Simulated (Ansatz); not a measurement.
**One shape, several levels: InH3 (SMILES [InH3])**

We compute a comparison of 6 runs (HF/STO-3G, CAM-B3LYP/STO-3G, PBE0/STO-3G, CCSDT(Q)/STO-3G, UCCSD(T)/STO-3G, FCI/STO-3G) of InH3. 

Program for the calculation: Ansatz 0.2.0.

29 further runs of the same task are left out: 1 that didn't finish, 28 set aside as unsound or not needed.

### Step 1. The system as given

InH3: 4 atoms, total charge 0, spin state singlet. As SMILES, `[InH3]`. The H3–In1 distance was set to 2.586 Å, away from the relaxed value. At this shape a bond of the SMILES string is far longer than usual.

Bond lengths: In1–H2 1.724 Å, In1–H4 1.724 Å. Angles: H2–In1–H4 120.0°.

### Step 2. The energy at HF/STO-3G (run 1)

Contents of run.yaml:

```yaml
crystal:
  periodic: [false, false, false]
  atoms:
    - symbol: In
      position_ang: [0.568661, 0.031001, 0.653063]
    - symbol: H
      position_ang: [0.970261, 1.562101, 1.336363]
    - symbol: H
      position_ang: [-1.095600, -0.107300, -1.321400]
    - symbol: H
      position_ang: [1.276561, -1.407899, 1.286163]
basis:
  gaussian: {orbitals: STO-3G}
accuracy: high
magnetization: {spin_polarized: false}
hamiltonian: {xc: hf}
```

Command:

```bash
$ ansatz run run.yaml --threads 1 --pin off --max-ram 2610MiB --events-out events.jsonl --progress --plain --runs-dir runs
```

Standard output:

```text
Warning: RAYON_NUM_THREADS=1 ignored (pool sized by the plan → 1); use --threads N
Functional definition: HF
  name "HF"
  exchange = exact_x
  correlation = 0
524 factors; integrals over basis functions are off by at most 3.9e-9 eV
mean field evaluation 1: about -154680.4750 eV, gradient 1.2e1 eV
mean field evaluation 2: about -154680.4605 eV, gradient 1.1e1 eV
mean field evaluation 4: about -154681.6585 eV, gradient 7.1e-1 eV
mean field evaluation 8: about -154681.6596 eV, gradient 6.9e-5 eV
mean field -154681.65964964 eV, -5684.4461451296 hartree, gradient 2.3e-8 eV, S^2 0.000000; 0 other end points of the search recorded, 0 dependent functions left out
reference -154681.65964964 eV, -5684.4461451296 hartree; 26, 26 occupied and 4, 4 virtual orbitals, 524 factors
Total energy: -154681.65964964 eV, -5684.4461451296 hartree
```

Wall time 0.42 s (1 thread of Arm Neoverse V1, shared host).

### Step 3. A single-point energy at CAM-B3LYP/STO-3G (run 2)

Contents of job.yaml:

```yaml
crystal:
  periodic: [false, false, false]
  atoms:
    - symbol: In
      position_ang: [0.568661, 0.031001, 0.653063]
    - symbol: H
      position_ang: [0.970261, 1.562101, 1.336363]
    - symbol: H
      position_ang: [-1.095600, -0.107300, -1.321400]
    - symbol: H
      position_ang: [1.276561, -1.407899, 1.286163]
basis:
  gaussian:
    orbitals: STO-3G
hamiltonian:
  xc: {name: CAM-B3LYP}
accuracy: high
```

Command:

```bash
$ ansatz run job.yaml --threads 1 --pin off --max-ram 2610MiB --events-out events.jsonl --progress --plain --runs-dir runs
```

Standard output:

```text
Warning: RAYON_NUM_THREADS=1 ignored (pool sized by the plan → 1); use --threads N
Functional definition: CAM-B3LYP
  name "CAM-B3LYP"
  parameter alpha = 0.19
  parameter beta = 0.46
  parameter omega = 0.33/bohr
  parameter ac = 0.81
  exchange = (1 - alpha - beta)*b88_x + beta*b88_x_sr(omega) + alpha*exact_x + beta*exact_x_lr(omega)
  correlation = (1 - ac)*vwn5_c + ac*lyp_c
524 factors; integrals over basis functions are off by at most 3.9e-9 eV
115 factors; integrals over basis functions are off by at most 7.1e-10 eV
mean field evaluation 1: about -154740.6044 eV, gradient 1.5e1 eV
mean field evaluation 2: about -154741.1080 eV, gradient 1.3e1 eV
mean field evaluation 4: about -154742.2605 eV, gradient 1.9e-1 eV
mean field evaluation 8: about -154742.1908 eV, gradient 1.3e-3 eV
mean field evaluation 16: about -154742.1908 eV, gradient 7.5e-8 eV
mean field -154742.19076752 eV, -5686.6706226824 hartree, gradient 7.5e-8 eV, S^2 0.000000; 0 other end points of the search recorded, 0 dependent functions left out
reference -154742.19078053 eV, -5686.6706231602 hartree; 26, 26 occupied and 4, 4 virtual orbitals, 524 factors
Total energy: -154742.19078053 eV, -5686.6706231602 hartree
```

Wall time 1.5 s (1 thread of Arm Neoverse V1, shared host); peak memory 0.1 GiB.

Runs 3 to 5 aren't shown in full; the table further down has their settings and results.

### Step 4. A single-point energy at FCI/STO-3G (run 6)

Contents of run.yaml:

```yaml
crystal:
  periodic: [false, false, false]
  atoms:
    - {symbol: In, position_ang: [0.568661, 0.031001, 0.653063]}
    - {symbol: H, position_ang: [0.970261, 1.562101, 1.336363]}
    - {symbol: H, position_ang: [-1.095600, -0.107300, -1.321400]}
    - {symbol: H, position_ang: [1.276561, -1.407899, 1.286163]}
basis:
  gaussian:
    orbitals: STO-3G
correlation:
  method: fci
  frozen_orbitals: {H: 0, In: 18}
accuracy: high
```

Command:

```bash
$ ansatz run run.yaml --threads 1 --pin off --max-ram 2610MiB --events-out events.jsonl --progress --plain --runs-dir runs
```

Standard output:

```text
Warning: RAYON_NUM_THREADS=1 ignored (pool sized by the plan → 1); use --threads N
Functional definition: HF
  name "HF"
  exchange = exact_x
  correlation = 0
524 factors; integrals over basis functions are off by at most 3.9e-9 eV
mean field evaluation 1: about -154680.4750 eV, gradient 1.2e1 eV
mean field evaluation 2: about -154680.4605 eV, gradient 1.1e1 eV
mean field evaluation 4: about -154681.6585 eV, gradient 7.1e-1 eV
mean field evaluation 8: about -154681.6596 eV, gradient 6.9e-5 eV
mean field -154681.65964964 eV, -5684.4461451296 hartree, gradient 2.3e-8 eV, S^2 0.000000; 0 other end points of the search recorded, 0 dependent functions left out; unrestricted orbitals would lower it
mean field evaluation 16: about -154682.1645 eV, gradient 5.4e-2 eV
18 core orbitals not correlated: weight in the atoms' cores, before any rotation towards them, 1.000 or more for the frozen orbitals, at most 0.000 for the correlated occupied ones
reference -154681.65964964 eV, -5684.4461451296 hartree; 8, 8 occupied and 4, 4 virtual orbitals, 524 factors
state -154684.07056646 eV, -5684.5347446887 hartree
Total energy: -154684.07056646 eV, -5684.5347446887 hartree
```

It took 1.2 s on 1 thread of Arm Neoverse V1, shared host.

### Step 5. All runs side by side

| run | level | frozen core orbitals | energy (Eh) | wall time |
| --- | --- | --- | --- | --- |
| 1 | HF/STO-3G | – | -5684.446145 | 0.42 s |
| 2 | CAM-B3LYP/STO-3G | – | -5686.670623 | 1.5 s |
| 3 | PBE0/STO-3G | – | -5686.219429 | 1.5 s |
| 4 | CCSDT(Q)/STO-3G | 18 | -5684.534718 | 0.61 s |
| 5 | UCCSD(T)/STO-3G | 18 | -5684.533761 | 1.1 s |
| 6 | FCI/STO-3G | 18 | -5684.534745 | 1.2 s |

### Step 6. What came out

| quantity | value |
| --- | --- |
| run 6: total energy | -5684.53474 Eh |
| run 6: correlation energy (18 core orbitals frozen) | -88.6 mEh |

**Reading.** Against full CI in this basis: HF +88.6 mEh; CCSDT(Q) +0.0 mEh; UCCSD(T) +1.0 mEh. Totals of different functionals can't be ranked against each other. In run 4 the log says that unrestricted orbitals would lower the reference, so the values rest on an unstable closed-shell determinant (other closed-shell runs at this shape may share the fault). In runs 1, 2, 3, 4, 5, 6 the basis is minimal, so the values are rough. In runs 1, 2, 3, 4, 5, 6 relativity is left out where basis or elements ask for it. Spin contamination of the reference: run 5 ⟨S²⟩ = 0.56. All runs together took 6.4 s, the longest 1.5 s.
